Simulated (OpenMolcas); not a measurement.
# Ce³⁺ among point charges: CASSCF and CASPT2 levels and susceptibility

How does a field of 12 point charges split the states of Ce³⁺, and what χT follows?

Method: state-averaged CASSCF and CASPT2, spin-orbit coupling by RASSI with atomic mean-field integrals. Code: OpenMolcas 26.06.

### Step 1. Starting point

| Item | Value |
| --- | --- |
| Species | Ce³⁺ (cerium, Z = 58, 55 electrons) |
| Basis | ANO-RCC-VTZP [8s7p5d3f2g1h], 104 functions |
| Scalar Hamiltonian | DKH2, point nucleus |
| Inactive shells | 1s 2s 2p 3s 3p 3d 4s 4p 4d 5s 5p |
| Active space | 1 electron in 7 orbitals (4f) |
| Some configurations of this space | 4f |
| Orbitals | optimised for the highest spin of each parity, averaged over all roots |

Outer shells as boxes (Hund's rule):

4f
```
4f [↑ ][  ][  ][  ][  ][  ][  ]
```

The ion sits among 12 point charges of -1 e arranged as a cuboctahedron (Oh), 2.57 Å from the ion.

Each step is its own input file, run in one work folder so that later steps find the files of earlier ones. Labels, J, g values, rates, χT and fits are worked out afterwards by a script from the matrices that RASSI stores. The input lists half of the charges; inversion (Group=XYZ) makes the rest.

### Step 2. One- and two-electron integrals

File a.inp:

```
&GATEWAY
Coord
1

Ce 0.0 0.0 0.0
Basis=ANO-RCC-VTZP
Group=XYZ
NoMove
AngMom=0.0 0.0 0.0
AMFI
XField
6 Angstrom 0
1.817264 1.817264 0.000000 -1.000000
1.817264 -1.817264 0.000000 -1.000000
0.000000 1.817264 1.817264 -1.000000
0.000000 1.817264 -1.817264 -1.000000
1.817264 0.000000 1.817264 -1.000000
1.817264 0.000000 -1.817264 -1.000000
&SEWARD
```

### Step 3. CASSCF: doublets of odd parity, 7 roots

File a.inp:

```
&RASSCF
FileOrb=start.orb
Symmetry=2
Spin=2
nActEl=1 0 0
Inactive=15 12
Ras2=0 7
CIRoot=7 7 1
SDav=7
CIMx=300
Iter=120 100
PrWF=0.3
OrbListing=Nothing
MaxOrb=0
LevShft=1.5
>>> COPY $Project.JobIph JOB001
```

start.orb holds the contracted functions of the basis, ordered by shell, or the orbitals of the step before.

### Step 4. State interaction with spin-orbit coupling

File a.inp:

```
&RASSI
NrOfJobIphs=1 7
1 2 3 4 5 6 7
IphNames
JOB001
EJob
SpinOrbit
DIPRint=1.0
SOCoupling=1000.0
Subsets=2
Property=9
'ANGMOM' 1 'ANGMOM' 2 'ANGMOM' 3 'MLTPL  1' 1 'MLTPL  1' 2 'MLTPL  1' 3
'AMFI' 1 'AMFI' 2 'AMFI' 3
SOProperty=3
'ANGMOM' 1 'ANGMOM' 2 'ANGMOM' 3
```

### Step 5. CASPT2: IPEA 0.25, imaginary shift 0.1 (closed shells correlated: 5s 5p)

File a.inp:

```
>>> COPY JOB001 $Project.JobIph
&CASPT2
Multistate=7 1 2 3 4 5 6 7
NoMult
Frozen=14 9
IPEA=0.25
Imaginary=0.1
MaxIter=60
WThr=0.0 0.3 0.05
PrWF=0.5
NoMix
```

(Steps that only read results are left out.)

Q: Predict the outcome of this session. Wanted: spin-free ground state; first state of the same spin within the active space; lowest level; next level.

As calculated:

| quantity | value |
| --- | --- |
| method | SS-CASPT2, IPEA 0.25, imaginary shift 0.1 (closed shells correlated: 5s 5p) |
| spin-free ground state | 2T1, 3-fold in its orbital part |
| first state of the same spin within the active space | 2T2 at 294 cm⁻¹ |
| lowest level | 4-fold Γ8 |
| next level | 250.3 cm⁻¹ |
| χT at 300 K | 0.77 cm³ K/mol |
| effective moment at 300 K | 2.48 μB |

Cost by method:

| method | time of its own steps | time with the reference |
| --- | --- | --- |
| A. CASSCF | 29 s | 29 s |
| B. SS-CASPT2, IPEA 0.25, imaginary shift 0.1, +5s 5p | 4.9 s | 34 s |

Times are of one thread on a shared host.

The spin-free ground state (2T1) comes to 100 % from free-ion F terms and keeps the highest spin of the shell. CASPT2 does not keep the components of a term degenerate, and the means are used. Point charges carry no covalency, so the field is a model and not that of real ligands.
